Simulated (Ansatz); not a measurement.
**H7NSSi3: up Jacob's ladder to CCSD(T)**

One table from this session's results is given with a row withheld; the runs are named, their logs left out.

Method: functionals in def2-TZVPP, the program's frozen cores in correlated methods; program: Ansatz 0.2.0, Gaussian basis.

The runs, in order: LDA (SPW92), PBE-D4, revPBE-D4, BLYP-D4, r2SCAN-D4, B97M-V, PBE0-D4, B3LYP-D4, r2SCANh-D4, r2SCAN0-D4, HSE06-D4, BHLYP-D4, CAM-B3LYP-D4, LC-ωPBE, ωB97X-V, ωB97M-V, B2PLYP, PBE-QIDH; CCSD(T)/def2-SVP; CCSD(T)/def2-TZVPP; MP2/def2-QZVPP; extrapolation to the limit; RPA on PBE.

**The geometry**

An earlier PBE0-D4 in a triple-zeta def2 set relaxation fixed the geometry.

SMILES `[SiH3]N([SiH3])[Si]S`, 12 atoms, charge 0, spin multiplicity 1.

Atoms are counted from 1 here; the program's logs count them from 0.

Bond lengths: Si1–N2 1.748 Å, Si1–H6 1.487 Å, Si1–H7 1.485 Å, Si1–H8 1.485 Å, N2–Si3 1.755 Å, N2–Si4 1.740 Å, Si3–H9 1.484 Å, Si3–H10 1.486 Å, Si3–H11 1.486 Å, Si4–S5 2.164 Å, S5–H12 1.346 Å. Angles: N2–Si1–H6 107.4°, N2–Si1–H7 111.1°, N2–Si1–H8 111.1°, H6–Si1–H7 109.1°, H6–Si1–H8 109.1°, H7–Si1–H8 108.8°, Si1–N2–Si3 115.9°, Si1–N2–Si4 128.2°, Si3–N2–Si4 115.8°, N2–Si3–H9 107.5°, N2–Si3–H10 110.3°, N2–Si3–H11 110.3°, H9–Si3–H10 110.0°, H9–Si3–H11 110.0°, H10–Si3–H11 108.6°, N2–Si4–S5 105.4°, Si4–S5–H12 104.3°.

Set-up of the first run:

in.yaml

```yaml
crystal:
  periodic: [false, false, false]
  atoms:
    - {symbol: Si, position_ang: [-1.086855, -0.678624, 0.219923]}
    - {symbol: N, position_ang: [0.385356, 0.194769, -0.132427]}
    - {symbol: Si, position_ang: [0.937625, 1.301949, 1.111661]}
    - {symbol: Si, position_ang: [1.374219, 0.106652, -1.561444]}
    - {symbol: S, position_ang: [0.397258, -1.333803, -2.847820]}
    - {symbol: H, position_ang: [-1.546648, -0.251078, 1.567565]}
    - {symbol: H, position_ang: [-0.850825, -2.144805, 0.228786]}
    - {symbol: H, position_ang: [-2.144424, -0.369674, -0.775848]}
    - {symbol: H, position_ang: [2.187259, 1.936241, 0.622942]}
    - {symbol: H, position_ang: [1.199981, 0.567927, 2.376282]}
    - {symbol: H, position_ang: [-0.092257, 2.340282, 1.372597]}
    - {symbol: H, position_ang: [-0.683788, -1.725235, -2.148114]}
basis:
  gaussian: {orbitals: def2-TZVPP}
hamiltonian: {xc: lda}
output: {orbitals: {seedname: orbitals}}
```

Steps of the session up to this table: LDA; PBE-D4 (GGA); revPBE-D4 (GGA); BLYP-D4 (GGA); r2SCAN-D4 (meta-GGA); B97M-V (meta-GGA); PBE0-D4 (hybrid); B3LYP-D4 (hybrid); r2SCANh-D4 (hybrid); r2SCAN0-D4 (hybrid); HSE06-D4 (hybrid); BHLYP-D4 (hybrid); CAM-B3LYP-D4 (range-separated); LC-ωPBE-D4 (range-separated; the results give it without D4); ωB97X-V (range-separated); ωB97M-V (range-separated); B2PLYP (double hybrid); PBE-QIDH (double hybrid).

One table of the session follows, with a row left open; its other results are not shown here.

It belongs to the step «Orbital energies across the functionals». 

| functional | HOMO (eV) | LUMO (eV) | gap (eV) |
| --- | --- | --- | --- |
| LDA (SPW92) | -5.95 | -2.72 | 3.23 |
| PBE-D4 | -5.84 | -2.56 | 3.28 |
| revPBE-D4 | -5.79 | -2.50 | 3.29 |
| BLYP-D4 | -5.69 | -2.39 | 3.31 |
| r2SCAN-D4 | -6.03 | -2.49 | 3.54 |
| B97M-V | ? | ? | ? |
| PBE0-D4 | -6.87 | -1.79 | 5.08 |
| B3LYP-D4 | -6.68 | -1.93 | 4.75 |
| r2SCANh-D4 | -6.42 | -2.19 | 4.22 |
| r2SCAN0-D4 | -7.00 | -1.75 | 5.24 |
| HSE06-D4 | -6.48 | -2.16 | 4.32 |
| BHLYP-D4 | -7.79 | -0.86 | 6.93 |
| CAM-B3LYP-D4 | -8.12 | -0.69 | 7.42 |
| LC-ωPBE | -9.40 | 0.30 | 9.70 |
| ωB97X-V | -9.09 | 0.24 | 9.33 |
| ωB97M-V | -8.95 | 0.13 | 9.08 |

Estimate the missing values for B97M-V.

**Answer.** HOMO (eV): -6.15; LUMO (eV): -2.49; gap (eV): 3.67. In the column «HOMO (eV)» it lies between r2SCANh-D4 (-6.42) and r2SCAN-D4 (-6.03).
